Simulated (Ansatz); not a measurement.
# H5NOSi: the cost of one run

Program: Ansatz 0.2.0, Gaussian basis. Level of theory: PBE0-D4/def2-TZVP structures, single points in def2-TZVPP, no counterpoise correction. These are calculated values, not measurements.

Levels: SPW92, PBE-D4, BLYP-D4, r2SCAN-D4, B97M-V, PBE0-D4, B3LYP-D4, r2SCAN0-D4, BHLYP-D4, CAM-B3LYP-D4, wB97X-V, wB97M-V, B2PLYP, PBE-QIDH, RPA on PBE, Hartree-Fock, MP2, CCSD, CCSD(T).

Cores are frozen in the correlated methods. B3LYP uses VWN-RPA correlation. B2PLYP carries no dispersion term here.

94 further runs of the same task are left out: 94 set aside as unsound or not needed. Runs told in other sessions of the task aren't counted.

### 1 The starting structure

The complex: 13 atoms, charge 0, spin multiplicity 1.

Atoms are counted from 1 here; the program's logs count them from 0.

Bond lengths: Si1–O2 1.651 Å, Si1–H3 1.487 Å, Si1–H4 1.479 Å, Si1–N5 1.705 Å, O2–H8 0.958 Å, N5–H9 1.005 Å, N5–H10 1.005 Å, H6–C7 1.090 Å, C7–H11 1.090 Å, C7–H12 1.090 Å, C7–H13 1.090 Å. Angles: O2–Si1–H3 110.7°, O2–Si1–H4 102.5°, O2–Si1–N5 116.0°, H3–Si1–H4 112.8°, H3–Si1–N5 104.6°, H4–Si1–N5 110.6°, Si1–O2–H8 117.1°, Si1–N5–H9 122.4°, Si1–N5–H10 123.9°, H9–N5–H10 112.6°, H6–C7–H11 109.8°, H6–C7–H12 109.5°, H6–C7–H13 109.4°, H11–C7–H12 109.4°, H11–C7–H13 109.4°, H12–C7–H13 109.3°.

Geometry (Å):

| atom | x (Å) | y (Å) | z (Å) |
| --- | --- | --- | --- |
| Si1 | -0.15727 | -0.81386 | 0.81296 |
| O2 | -1.00025 | 0.57649 | 1.09745 |
| H3 | 1.28124 | -0.51893 | 0.57976 |
| H4 | -0.83179 | -1.35657 | -0.38644 |
| N5 | -0.16228 | -1.96096 | 2.07451 |
| H6 | -0.28984 | 1.65902 | -1.39156 |
| C7 | 0.39538 | 1.50182 | -2.22411 |
| H8 | -0.73969 | 1.09654 | 1.85909 |
| H9 | 0.61398 | -2.07500 | 2.70204 |
| H10 | -0.98411 | -2.45114 | 2.38326 |
| H11 | 0.27966 | 2.30368 | -2.95298 |
| H12 | 1.42076 | 1.49266 | -1.85489 |
| H13 | 0.17412 | 0.54615 | -2.69898 |

Its parts: H₅NOSi holds atoms 1, 2, 3, 4, 5, 8, 9, 10; CH₄ holds atoms 6, 7, 11, 12, 13. Each part counts its atoms afresh in its own runs.

### 2 Relaxing H₅NOSi alone

Input file relax-a/in.yaml:

```yaml
crystal:
  periodic: [false, false, false]
  atoms:
    - {symbol: Si, position_ang: [-0.157266, -0.813862, 0.812957]}
    - {symbol: O, position_ang: [-1.000253, 0.576493, 1.097452]}
    - {symbol: H, position_ang: [1.281236, -0.518930, 0.579762]}
    - {symbol: H, position_ang: [-0.831788, -1.356568, -0.386445]}
    - {symbol: N, position_ang: [-0.162284, -1.960963, 2.074507]}
    - {symbol: H, position_ang: [-0.739693, 1.096538, 1.859091]}
    - {symbol: H, position_ang: [0.613981, -2.075003, 2.702040]}
    - {symbol: H, position_ang: [-0.984115, -2.451144, 2.383258]}
basis:
  gaussian: {orbitals: def2-TZVP}
hamiltonian: {xc: pbe0, dispersion: d4}
relax: {f_tol: 0.005, max_steps: 200}
```

Started as:

```bash
> ansatz run in.yaml --threads 4 --pin off --events-out ev --progress --plain --max-ram 9574MiB
```

Q: Estimate wall time and peak memory on 4 threads of Intel Xeon at 2.50GHz, shared host.

About 23 s, with a peak of 0.54 GiB.
